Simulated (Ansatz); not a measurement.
# InGa: the cost of one run

Computed with Ansatz 0.2.0 (DFT PBE, scalar-relativistic, plane waves, PAW, unless a step's input says otherwise).

2 further runs of the same task are left out: 2 set aside as unsound or not needed.

## 1. The structure to begin with

Symmetry: P4/mmm, No. 123, tetragonal system. Conventional cell: a = 3.157 Å, b = 3.157 Å, c = 4.701 Å, α = 90.00°, β = 90.00°, γ = 90.00°. In (site symmetry 4/mmm) has 4 In at 3.16 Å and 8 Ga at 3.24 Å as nearest neighbours. Ga (site symmetry 4/mmm) has 4 Ga at 3.16 Å and 8 In at 3.24 Å as nearest neighbours.

Coordinates:

```
In Ga
1.0
     2.23298   -2.23179    0.00000
     2.23298    2.23179    0.00000
     0.00000    0.00000    4.70092
In Ga
1 1
Direct
  0.00000 0.00000 0.00000
  0.50000 0.50000 0.50000
```

The cell was made up by rule, so the compound may not exist in this form.

It is the result of an earlier relaxation at this level (volume 23.43 Å³/atom; gap on the mesh: none (metal)).

The cell was built by a swap of In by Ga on half of its sites in In; it need not be the stable form of this composition.

## 2. The reference run

The input, input.yaml:

```yaml
crystal:
  lattice:
    - [2.2329787079, -2.2317878371, 0.0]
    - [2.2329787079, 2.2317878371, 0.0]
    - [0.0, 0.0, 4.7009169125]
  atoms:
    - { symbol: In, position: [0.0, 0.0, 0.0] }
    - { symbol: Ga, position: [0.5, 0.5, 0.5] }
basis:
  ecutwfc: 420
kpoints:
  mp_grid: { grid: [14, 14, 8] }
hamiltonian:
  xc: pbe
scf:
  occupations: { method: fermi_dirac, width: 0.15 }
output:
  forces: true
  stress: true
  eigenvalues: true
elastic:
  mode: relaxed_ion
  stencil: two_point
```

This input was run earlier.

## 3. Trial: occupations gaussian, width 0.005 eV

The input, input.yaml:

```yaml
crystal:
  lattice:
    - [2.2329787079, -2.2317878371, 0.0]
    - [2.2329787079, 2.2317878371, 0.0]
    - [0.0, 0.0, 4.7009169125]
  atoms:
    - { symbol: In, position: [0.0, 0.0, 0.0] }
    - { symbol: Ga, position: [0.5, 0.5, 0.5] }
basis:
  ecutwfc: 420
kpoints:
  mp_grid: { grid: [14, 14, 8] }
hamiltonian:
  xc: pbe
scf:
  occupations: { method: gaussian, width: 0.005 }
output:
  forces: true
  stress: true
  eigenvalues: true
elastic:
  mode: relaxed_ion
  stencil: two_point
```

Started as:

```sh
$ ansatz run input.yaml --threads 1 --pin off --max-ram 2560MiB --backend cpu --events-out ev --progress --plain --runs-dir out
```

What time and memory should one allow on 1 thread of Arm Neoverse V1, shared host?

About 3.8 min, with a peak of 0.65 GiB.
